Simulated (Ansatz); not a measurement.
The system is InSb3.

```xyz
4
Lattice="4.8064 0.0000 0.0000 0.0000 4.8064 0.0000 0.0000 0.0000 4.8064" Properties=species:S:1:pos:R:3 pbc="T T T"
Sb    2.4032    2.4032    0.0000
Sb    0.0000    2.4032    2.4032
Sb    2.4032    0.0000    2.4032
In    0.0000    0.0000    0.0000
```

The cell comes from a database or a generator and needn't be the stable form of this composition.

Base run:

| Quantity | Value |
| --- | --- |
| Program | Ansatz 0.2.0 |
| Functional | LDA |
| Potentials or basis | Ansatz PAW |
| Cutoff | 420 eV (not typed: the program's choice for these potentials) |
| k mesh | 6 × 6 × 6 |
| Occupations | fermi-dirac, width 0.05 eV |
| Spin | no spin polarisation |

Its results: band gap on the k mesh none (metal or under the smearing width); pressure -3.8 GPa.

The run is repeated on the same cell with these changes: functional from LDA to PBE. What comes out?

Band gap on the k mesh none (metal or under the smearing width); pressure 0.2 GPa.

PBE binds less tightly than LDA, so the same cell stands under more pressure.

Caveats: spin-orbit coupling is left out, which moves the levels of the heavy elements; the PAW data sets come from PBE, with cores solved anew for the run's functional, which leaves a small shift of forces and pressure (some runs).
